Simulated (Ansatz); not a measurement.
# Br₂GaH₂N: basis-set convergence

An exercise on one series of results from a longer session: the logs are not shown, and one member is left open.

The runs use Ansatz 0.2.0, Gaussian basis; one geometry, several basis sets.

Plan: PBE0-D4/def2-SVP; ωB97M-V/def2-SVP; PBE0-D4/def2-QZVPP; ωB97M-V/def2-QZVPP; the functionals' def2-TZVPP values are taken from earlier runs.

**The geometry**

All runs share one geometry, relaxed beforehand with PBE0-D4 in a triple-zeta def2 set.

SMILES `[NH2][Ga]([Br])[Br]`, 6 atoms, charge 0, spin multiplicity 1.

Atoms are counted from 1 here; the program's logs count them from 0.

Bond lengths: N1–Ga2 1.793 Å, N1–H5 1.005 Å, N1–H6 1.005 Å, Ga2–Br3 2.270 Å, Ga2–Br4 2.270 Å. Angles: Ga2–N1–H5 123.1°, Ga2–N1–H6 123.1°, H5–N1–H6 113.7°, N1–Ga2–Br3 120.1°, N1–Ga2–Br4 120.1°, Br3–Ga2–Br4 119.7°.

As a file:

```xyz
6
charge 0, multiplicity 1
N    -0.2877    1.0341   -0.1410
Ga    0.2046   -0.6770    0.0701
Br   -0.6239   -2.2799   -1.3078
Br    1.6731   -1.2473    1.7048
H     0.0300    1.7743    0.4598
H    -0.9539    1.3318   -0.8321
```

Set-up of the first run:

Input file in.yaml:

```yaml
crystal:
  periodic: [false, false, false]
  atoms:
    - {symbol: N, position_ang: [-0.287744, 1.034110, -0.141048]}
    - {symbol: Ga, position_ang: [0.204575, -0.677047, 0.070096]}
    - {symbol: Br, position_ang: [-0.623899, -2.279886, -1.307821]}
    - {symbol: Br, position_ang: [1.673090, -1.247335, 1.704825]}
    - {symbol: H, position_ang: [0.029982, 1.774303, 0.459843]}
    - {symbol: H, position_ang: [-0.953904, 1.331756, -0.832095]}
basis:
  gaussian: {orbitals: def2-SVP}
hamiltonian: {xc: pbe0, dispersion: d4}
output: {orbitals: {seedname: orbitals}}
```

Run with:

```console
$ ansatz run in.yaml --threads 4 --pin off --events-out ev --progress --plain --max-ram 10444MiB
```

Among the steps run: PBE0-D4 in def2-SVP; ωB97M-V in def2-SVP; PBE0-D4 in def2-QZVPP; ωB97M-V in def2-QZVPP.

One of the session's tables, all rows but one given; the rest of the session is left out.

It belongs to the step «Density functionals: the series». 

| functional | basis | HOMO (eV) |
| --- | --- | --- |
| PBE0-D4 | def2-SVP | -7.80 |
| PBE0-D4 | def2-TZVPP | -7.98 |
| PBE0-D4 | def2-QZVPP | -8.02 |
| ωB97M-V | def2-SVP | -10.13 |
| ωB97M-V | def2-TZVPP | ? |
| ωB97M-V | def2-QZVPP | -10.37 |

Q: Estimate the row for ωB97M-V, def2-TZVPP from the others.

The run gave: HOMO (eV): -10.33. In the column «HOMO (eV)» it lies between ωB97M-V, def2-QZVPP (-10.37) and ωB97M-V, def2-SVP (-10.13).
